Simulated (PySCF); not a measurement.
# BLYP/cc-pVTZ run of GeO (SMILES [O]=[Ge])

Aim: the vertical ionisation energy of GeO at BLYP/cc-pVTZ, from 2 runs. The job is set up through a Python script.

The results are computed with PySCF 2.14.0.

9 further runs of the same task are left out: 3 that didn't finish, 6 set aside as unsound or not needed.

### Step 1. The molecule

The species is GeO (2 atoms), meant as a singlet with charge 0. SMILES: `[O]=[Ge]`. The shape is that of a PBE0-D4/def2-TZVP optimisation.

Bond lengths: O1–Ge2 1.623 Å.

### Step 2. The energy at BLYP/cc-pVTZ

mol.xyz

```xyz
2
GeO
O      0.000000     0.000000    -0.023040
Ge     0.000000     0.000000     1.599530
```

calc.py

```python
from pyscf import gto, dft

system = gto.M(
    atom='mol.xyz',
    max_memory=1860,
    basis='cc-pvtz',
    verbose=3,
    spin=0,
    charge=0,
)

ks = dft.RKS(system, xc='blyp')
ks.conv_tol = 1e-10
ks.grids.level = 5
ks.kernel()
if not ks.converged:
    ks = ks.newton().run(ks.mo_coeff, ks.mo_occ)

e_final = ks.e_tot
print('E(%s) = %.9f' % ('BLYP', e_final))
```

Started as:

```sh
OMP_NUM_THREADS=1 python calc.py
```

The program printed:

```text
converged SCF energy = -2152.36744231333
E(BLYP) = -2152.367442313
```

It took 7.2 s on 1 thread of Arm Neoverse V1, shared host; peak memory 0.34 GiB.

### Step 3. The doublet cation

input.py

```python
from pyscf import gto, dft

system = gto.M(
    atom='O -0.000000 -0.000000 -0.023040; Ge 0.000000 0.000000 1.599530',
    charge=1,
    spin=1,
    verbose=3,
    basis='cc-pvtz',
    max_memory=1860,
)

ks = dft.UKS(system, xc='blyp')
ks.grids.level = 5
ks.conv_tol = 1e-10
ks.kernel()
if not ks.converged:
    ks = ks.newton().run(ks.mo_coeff, ks.mo_occ)

e_tot = ks.e_tot
print('E = %.10f Eh' % e_tot)
```

Started as:

```sh
OMP_NUM_THREADS=1 python input.py
```

The program printed:

```text
converged SCF energy = -2151.96700239768  <S^2> = 0.7545081  2S+1 = 2.004503
E = -2151.9670023977 Eh
```

Wall time 11 s (1 thread of Arm Neoverse V1, shared host); peak memory 0.35 GiB.

### Step 4. Outcome

Level: BLYP/cc-pVTZ.

```
                                          quantity           value
                         singlet GeO: total energy  -2152.36744 Eh
                        singlet GeO: dipole moment          2.92 D
                          singlet GeO: HOMO energy        -7.03 eV
                          singlet GeO: LUMO energy        -2.71 eV
                        singlet GeO: HOMO–LUMO gap         4.31 eV
                      doublet cation: total energy  -2151.96700 Eh
doublet cation: HOMO energy (highest over α and β)       -15.55 eV
 doublet cation: LUMO energy (lowest over α and β)       -14.84 eV
                              doublet cation: ⟨S²⟩           0.755
vertical ionisation energy (to the doublet cation)       10.897 eV
```

**Reading.** The vertical ionisation energy comes to 10.90 eV (1051 kJ/mol). The negative HOMO energy of the first species, 7.03 eV, lies 3.87 eV below that difference.
